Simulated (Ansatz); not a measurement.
What does this script print? It uses Ansatz 0.2.0 through its Python package.

`mocl6.py`:
```python
# -*- coding: utf-8 -*-
"""Change of polarisation in MoCl6 when one atom moves."""

import warnings

import ansatz as az
from ase import Atoms
import numpy as np

warnings.simplefilter("ignore", az.DeckWarning)

atoms = Atoms(
    ["Mo", "Cl", "Cl", "Cl", "Cl", "Cl", "Cl"],
    scaled_positions=[
        (0.0, 0.0, 0.5),
        (0.303607, 0.303607, 0.266288),
        (0.0, 0.696393, 0.266288),
        (0.696393, 0.0, 0.266288),
        (0.0, 0.303607, 0.733712),
        (0.303607, 0.0, 0.733712),
        (0.696393, 0.696393, 0.733712),
    ],
    cell=[
        (6.173476, 0.0, 0.0),
        (-3.086738, 5.346387, 0.0),
        (0.0, 0.0, 5.665919),
    ],
    pbc=True,
)
system = az.Crystal.from_ase(atoms)

def polarisation(structure):
    return (
        structure.calculation()
        .kpoints(3, center="gamma")
        .functional(az.Functional.LDA)
        .occupations("fixed")
        .polarization()
        .run()
        .polarization()
    )


vectors = np.array(system.lattice.vectors)
shifted = system.move(3, to=np.array(system.sites[3].position) + 0.03 * np.linalg.inv(vectors)[1])
before, after = polarisation(system), polarisation(shifted)
for label, p in (("as typed", before), ("shifted", after)):
    print(label, "reduced polarisation:", [round(axis.reduced, 4) for axis in p.axes], "modulo", p.modulus)
# take the change on the nearest branch, then turn it into a dipole per cell
change = np.array([b.reduced - a.reduced for a, b in zip(before.axes, after.axes)])
change -= before.modulus * np.round(change / before.modulus)
dipole = change @ vectors
print("dipole change (e A):", np.round(dipole, 4) + 0.0)
print("column of the Born charge of", system.sites[3].symbol, "for a shift along y:", np.round(dipole / 0.03, 2) + 0.0)
```

```console
$ python mocl6.py
as typed reduced polarisation: [14.0, 14.0, 28.0] modulo 1
shifted reduced polarisation: [13.9992, 13.9982, 28.0] modulo 1
dipole change (e A): [ 0.0004 -0.0095  0.0003]
column of the Born charge of Cl for a shift along y: [ 0.01 -0.32  0.01]
```

What to keep in mind:
- The run is spin-unpolarised.
- This cell is a computed structure, which may not be the phase found in nature.
- Polarisation is defined up to a quantum, so only the change along a continuous path has meaning.
- Run time: 12 s on 1 thread of AMD EPYC 9R45 96-Core Processor (Zen 5) (shared host), peak memory 0.51 GiB.

(A comment or docstring line of the script was reworded after the run, the code is as it ran; lines on the test bed's own set-up are left out of the output.)
